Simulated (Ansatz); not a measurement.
I need a rigid torsion scan of H7NOSeSi2, SMILES N[SiH](O)[Se][SiH3]. Use Ansatz's Python interface. Use (for the species named): PBE0, def2-SVP basis, multiplicity 1.

```xyz
12

N    -1.0566    1.6950    0.4215
Si   -1.3638    0.0133   -0.1085
O    -1.2053   -1.0518    1.2284
Se    0.0993   -0.5753   -1.7641
Si    1.8816   -0.5142   -0.3387
H    -0.1312    1.7019    0.9046
H    -0.9521    2.2704   -0.4438
H    -2.7326   -0.0769   -0.6378
H    -1.3566   -1.9535    0.8482
H     1.6259   -1.3838    0.8190
H     3.0808   -0.9903   -1.0437
H     2.1107    0.8651    0.1150
```

`h7nosesi2.py`:
```python
"""Energy of H7NOSeSi2 as one group turns about a bond."""

import warnings

import ansatz as az
from ase import Atoms

warnings.simplefilter("ignore", az.DeckWarning)

atoms = Atoms(["N", "Si", "O", "Se", "Si", "H", "H", "H", "H", "H", "H", "H"], positions=[
    (-1.0566, 1.695, 0.4215),
    (-1.3638, 0.0133, -0.1085),
    (-1.2053, -1.0518, 1.2284),
    (0.0993, -0.5753, -1.7641),
    (1.8816, -0.5142, -0.3387),
    (-0.1312, 1.7019, 0.9046),
    (-0.9521, 2.2704, -0.4438),
    (-2.7326, -0.0769, -0.6378),
    (-1.3566, -1.9535, 0.8482),
    (1.6259, -1.3838, 0.819),
    (3.0808, -0.9903, -1.0437),
    (2.1107, 0.8651, 0.115),
])

# relax first, so that the scan starts from a minimum
first = (
    az.Crystal.molecule_from_ase(atoms).calculation()
    .basis(gaussian="def2-SVP")
    .functional("pbe0")
    .relax(force_tolerance=0.02, max_steps=80)
)
atoms.positions = first.run(threads=1).report["positions_ang"]

start = atoms.get_dihedral(2, 1, 0, 5)
energies = {}
for turn in range(0, 360, 30):
    turned = atoms.copy()
    turned.set_dihedral(2, 1, 0, 5, start + turn, indices=[0, 5, 6])
    job = (
        az.Crystal.molecule_from_ase(turned).calculation()
        .basis(gaussian="def2-SVP")  # the orbital basis, by name
        .correlation("mp2", electrons="valence")
    )
    energies[round((start + turn) % 360)] = job.run(threads=1).report["free_energy_ev"]
floor = min(energies.values())
print("dihedral O2-Si1-N0-H5 (deg)   E - E(min) (kJ/mol)")
for angle, e in sorted(energies.items()):
    print(f"{angle:8d} {96.485332 * (e - floor):14.3f}  " + "#" * int(30 * (e - floor) / max(max(energies.values()) - floor, 1e-9)))
```

```console
$ python h7nosesi2.py
dihedral O2-Si1-N0-H5 (deg)   E - E(min) (kJ/mol)
      14          4.828  #######
      44          0.000
      74          4.982  #######
     104         14.658  ######################
     134         19.657  ##############################
     164         16.319  ########################
     194          8.930  #############
     224          4.639  #######
     254          7.293  ###########
     284         14.033  #####################
     314         17.958  ###########################
     344         13.972  #####################
```

What to keep in mind:
- These settings explore the input space; basis and method may be short of convergence.
- The scan is rigid and the energies are electronic, in a modest basis. With rigid groups the curve can differ much from the relaxed path, the start wasn't checked as a minimum of this torsion, and equivalent turns needn't return to the same energy.
- The start is relaxed with a density functional and scanned with the wavefunction method, so it isn't exactly that method's minimum.
- Hardware and time: 2.7 min on 1 thread of Arm Neoverse V2, on a shared host, peak memory 0.43 GiB.
